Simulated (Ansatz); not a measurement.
# C3H11AlClN: small, medium and large basis sets

An exercise on one series of results from a longer session: the logs are not shown, and one member is left open.

Program: Ansatz 0.2.0, Gaussian basis. Level of theory: one geometry, several basis sets. These are calculated values, not measurements.

The runs, in order: PBE0-D4/def2-SVP; ωB97M-V/def2-SVP; PBE0-D4/def2-QZVPP; ωB97M-V/def2-QZVPP; the functionals' def2-TZVPP values are taken from earlier runs.

1 further run of the same task is left out (it didn't finish). Runs told in other sessions of the task aren't counted.

### Structure used throughout

An earlier PBE0-D4 in a triple-zeta def2 set relaxation fixed the geometry.

17 atoms, charge 0, spin multiplicity 1.

Atoms are counted from 1 here; the program's logs count them from 0.

Bond lengths: C1–N2 1.470 Å, C1–H7 1.092 Å, C1–H8 1.089 Å, C1–H9 1.089 Å, N2–Al3 2.040 Å, N2–H10 1.016 Å, N2–H11 1.016 Å, Al3–C4 1.963 Å, Al3–C5 1.963 Å, Al3–Cl6 2.167 Å, C4–H12 1.095 Å, C4–H13 1.095 Å, C4–H14 1.096 Å, C5–H15 1.095 Å, C5–H16 1.096 Å, C5–H17 1.095 Å. Angles: N2–C1–H7 112.2°, N2–C1–H8 108.9°, N2–C1–H9 108.9°, H7–C1–H8 109.2°, H7–C1–H9 109.2°, H8–C1–H9 108.3°, C1–N2–Al3 116.1°, C1–N2–H10 110.8°, C1–N2–H11 110.8°, Al3–N2–H10 106.5°, Al3–N2–H11 106.4°, H10–N2–H11 105.6°, N2–Al3–C4 103.4°, N2–Al3–C5 103.4°, N2–Al3–Cl6 94.8°, C4–Al3–C5 121.3°, C4–Al3–Cl6 114.3°, C5–Al3–Cl6 114.3° and more.

The first run:

File in.yaml:

```yaml
crystal:
  periodic: [false, false, false]
  atoms:
    - {symbol: C, position_ang: [-0.261355, -1.681672, -1.080866]}
    - {symbol: N, position_ang: [0.331371, -0.357458, -1.315933]}
    - {symbol: Al, position_ang: [0.273675, 0.943995, 0.253412]}
    - {symbol: C, position_ang: [1.379223, 0.064190, 1.616072]}
    - {symbol: C, position_ang: [-1.647158, 1.236738, 0.532391]}
    - {symbol: Cl, position_ang: [1.274478, 2.549196, -0.804616]}
    - {symbol: H, position_ang: [-0.196289, -2.325605, -1.959954]}
    - {symbol: H, position_ang: [-1.307873, -1.556053, -0.805316]}
    - {symbol: H, position_ang: [0.256623, -2.157503, -0.248897]}
    - {symbol: H, position_ang: [-0.126377, 0.109447, -2.094015]}
    - {symbol: H, position_ang: [1.308186, -0.441999, -1.583590]}
    - {symbol: H, position_ang: [1.557969, 0.740441, 2.458432]}
    - {symbol: H, position_ang: [2.365983, -0.223931, 1.237871]}
    - {symbol: H, position_ang: [0.907626, -0.832734, 2.032834]}
    - {symbol: H, position_ang: [-2.166306, 1.535560, -0.384621]}
    - {symbol: H, position_ang: [-2.158740, 0.353970, 0.931880]}
    - {symbol: H, position_ang: [-1.810134, 2.043018, 1.255017]}
basis:
  gaussian: {orbitals: def2-SVP}
hamiltonian: {xc: pbe0, dispersion: d4}
output: {orbitals: {seedname: orbitals}}
```

Started as:

```bash
$ ansatz run in.yaml --threads 4 --pin off --events-out ev --progress --plain --max-ram 11315MiB
```

Steps of the session up to this table: PBE0-D4 in def2-SVP; ωB97M-V in def2-SVP; PBE0-D4 in def2-QZVPP; ωB97M-V in def2-QZVPP.

One table of the session follows, with a row left open; its other results are not shown here.

It belongs to the step «Functionals by basis». 

| functional | basis | HOMO (eV) | LUMO (eV) |
| --- | --- | --- | --- |
| PBE0-D4 | def2-SVP | -6.95 | 0.62 |
| PBE0-D4 | def2-TZVPP | -7.09 | 0.08 |
| PBE0-D4 | def2-QZVPP | ? | ? |
| ωB97M-V | def2-SVP | -9.16 | 2.22 |
| ωB97M-V | def2-TZVPP | -9.32 | 1.48 |
| ωB97M-V | def2-QZVPP | -9.35 | 0.87 |

**Question.** Estimate the row for PBE0-D4, def2-QZVPP.

The run gave: HOMO (eV): -7.12; LUMO (eV): -0.28. In the column «HOMO (eV)» it lies between ωB97M-V, def2-SVP (-9.16) and PBE0-D4, def2-TZVPP (-7.09).
